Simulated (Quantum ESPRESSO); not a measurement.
GdO, 2 atoms in the cell. It takes space group F-43m (No. 216, cubic). The conventional cell has a = 5.400 Å, b = 5.400 Å, c = 5.400 Å, α = 90.00°, β = 90.00°, γ = 90.00°. Gd (site symmetry -43m) has 4 O at 2.34 Å as nearest neighbours. O (site symmetry -43m) is surrounded by 4 Gd at 2.34 Å. 

- Program: Quantum ESPRESSO 7.5
- Task: single point
- Functional: PBE
- Potentials or basis: SSSP 1.3 efficiency PBE
- Cutoff: 748 eV
- Density cutoff: 5987 eV
- k mesh: 9 × 9 × 9
- Occupations: fermi-dirac, width 0.05 eV
- Spin: collinear spin, ferromagnetic start
- Starting moments: [7.0, 0.0] μB
- Mixing beta: 0.3
- Most SCF iterations: 120
- SCF threshold: 4e-10 Ry

Potentials or basis: SSSP 1.3 efficiency PBE.

The run is started by

```console
$ OMP_NUM_THREADS=1 mpirun -n 2 pw.x -nk 2 -in pw.in > pw.out
```

Hardware: 2 MPI ranks on Arm Neoverse V2, on a shared host.

Problem. How long does it take, and how much memory?

Solution. It took 69 s on 2 MPI ranks on Arm Neoverse V2 (shared host), peak memory 0.58 GiB a rank. Counts: scf iterations 18, k pools 2, bands 22, k points 35, g dense 41391.
